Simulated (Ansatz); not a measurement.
# Ge7Cl: the cost of one run

Method: DFT PBE, scalar-relativistic, plane waves, PAW, in Ansatz 0.2.0.

## (1) Starting point

Symmetry: P6/mmm, No. 191, hexagonal system. The conventional cell has a = 6.148 Å, b = 6.148 Å, c = 5.712 Å, α = 90.00°, β = 90.00°, γ = 120.00°. Around Ge (site symmetry m2m) lie 1 Ge at 1.84 Å. Ge (site symmetry 6/mmm) has 6 Ge at 2.15 Å and 2 Cl at 2.86 Å as nearest neighbours. Cl (site symmetry 6/mmm) is surrounded by 2 Ge at 2.86 Å.

As a file:

```xyz
8
Lattice="6.1476 0.0000 0.0000 -3.0738 5.3240 0.0000 0.0000 0.0000 5.7125" Properties=species:S:1:pos:R:3 pbc="T T T"
Ge    2.1544    0.0000    2.8562
Ge   -1.0772    1.8658    2.8562
Ge    1.9966    3.4582    2.8562
Ge    3.9932    0.0000    2.8562
Ge   -1.9966    3.4582    2.8562
Ge    1.0772    1.8658    2.8562
Ge    0.0000    0.0000    2.8562
Cl    0.0000    0.0000    0.0000
```

Recipe of the guess: random cell by space group and Wyckoff sites (P6/mmm, No. 191). Lengths come from tabulated atomic sizes and are only a guess.

## (2) The guess as it stands, on a coarse mesh

Input file input.yaml:

```yaml
crystal:
  lattice:
    - [6.14757371, 0.0, 0.0]
    - [-3.07378685, 5.323955, 0.0]
    - [0.0, 0.0, 5.7124972]
  atoms:
    - { symbol: Ge, position: [0.35044784, 0.0, 0.5] }
    - { symbol: Ge, position: [0.0, 0.35044784, 0.5] }
    - { symbol: Ge, position: [0.64955216, 0.64955216, 0.5] }
    - { symbol: Ge, position: [0.64955216, 0.0, 0.5] }
    - { symbol: Ge, position: [0.0, 0.64955216, 0.5] }
    - { symbol: Ge, position: [0.35044784, 0.35044784, 0.5] }
    - { symbol: Ge, position: [0.0, 0.0, 0.5] }
    - { symbol: Cl, position: [0.0, 0.0, 0.0] }
basis:
  ecutwfc: 420
kpoints:
  mp_grid: { grid: [3, 3, 4] }
hamiltonian:
  xc: pbe
scf:
  occupations: { method: gaussian, width: 0.1 }
  lower_state_search: "off"
output:
  forces: true
  stress: true
  eigenvalues: true
```

The run is started by

```console
$ ansatz run input.yaml --threads 1 --pin off --max-ram 2048MiB --backend cpu --events-out ev --progress --plain --runs-dir out
```

Q: Estimate wall time and peak memory on 1 thread of Arm Neoverse V2, shared host.

About 6.1 s, with a peak of 0.44 GiB.
